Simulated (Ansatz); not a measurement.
# Ti3Si4Ni: the cost of one run

Method: DFT PBE, scalar-relativistic, plane waves, PAW, in Ansatz 0.2.0.

**1. The system as given**

The structure is orthorhombic, space group Cmm2 (No. 35). Conventional cell: a = 6.469 Å, b = 6.997 Å, c = 5.021 Å, α = 90.00°, β = 90.00°, γ = 90.00°. Ti (site symmetry 2) has 6 Si at 2.50 to 2.56 Å and 2 Ti at 2.85 Å and 2 Ni at 2.85 Å as nearest neighbours. Ti (site symmetry mm2) has 6 Si at 2.50 to 2.56 Å and 4 Ti at 2.85 Å as nearest neighbours. Si (site symmetry 2) has 4 Ti at 2.50 to 2.56 Å and 2 Ni at 2.56 Å as nearest neighbours. Around Si (site symmetry mm2) lie 6 Ti at 2.50 to 2.56 Å. Around Si (site symmetry mm2) lie 2 Ni at 2.50 to 2.52 Å and 4 Ti at 2.56 Å. Ni (site symmetry mm2) has 6 Si at 2.50 to 2.56 Å and 4 Ti at 2.85 Å as nearest neighbours.

Coordinates:

```cif
data_structure
_symmetry_space_group_name_H-M 'Cmm2'
_symmetry_Int_Tables_number 35
_cell_length_a 6.4692
_cell_length_b 6.9969
_cell_length_c 5.0206
_cell_angle_alpha 90.000
_cell_angle_beta 90.000
_cell_angle_gamma 90.000
_cell_volume 227.26
loop_
_atom_site_label
_atom_site_type_symbol
_atom_site_symmetry_multiplicity
_atom_site_Wyckoff_symbol
_atom_site_fract_x
_atom_site_fract_y
_atom_site_fract_z
_atom_site_occupancy
Ti1 Ti 4 c 0.25000 0.75000 0.65578 1
Ti2 Ti 2 a 0.00000 0.00000 0.34422 1
Si1 Si 4 c 0.25000 0.75000 0.15770 1
Si2 Si 2 a 0.00000 0.00000 0.84230 1
Si3 Si 2 b 0.50000 0.00000 0.84230 1
Ni1 Ni 2 b 0.50000 0.00000 0.34422 1
```

The start is an ordering of an alloy on its end members' structure types: elements ordered on the sites of the SiNi type, Ti/Ni on Ni (Cmm2, No. 35).

**2. A first look at the guess**

File input.yaml:

```yaml
crystal:
  lattice:
    - [3.23461942, -3.4984659, 0.0]
    - [3.23461942, 3.4984659, 0.0]
    - [0.0, 0.0, 5.020606]
  atoms:
    - { symbol: Ti, position: [0.0, 0.5, 0.34422001] }
    - { symbol: Ti, position: [0.5, 0.0, 0.34422001] }
    - { symbol: Ti, position: [0.0, 0.0, 0.65577999] }
    - { symbol: Si, position: [0.0, 0.5, 0.8423] }
    - { symbol: Si, position: [0.5, 0.0, 0.8423] }
    - { symbol: Si, position: [0.0, 0.0, 0.1577] }
    - { symbol: Si, position: [0.5, 0.5, 0.1577] }
    - { symbol: Ni, position: [0.5, 0.5, 0.65577999], spin: 2.0 }
basis:
  ecutwfc: 420
kpoints:
  mp_grid: { grid: [4, 4, 4] }
hamiltonian:
  xc: pbe
scf:
  occupations: { method: gaussian, width: 0.1 }
  lower_state_search: "off"
output:
  forces: true
  stress: true
  eigenvalues: true
  populations: true
magnetization:
  spin_polarized: true
```

The run is started by

```console
> ansatz run input.yaml --threads 4 --pin off --max-ram 8192MiB --backend cpu --events-out ev --progress --plain --runs-dir out
```

Q: Estimate wall time and peak memory on 4 threads of Arm Neoverse V2, shared host.

About 14 s, with a peak of 0.51 GiB.
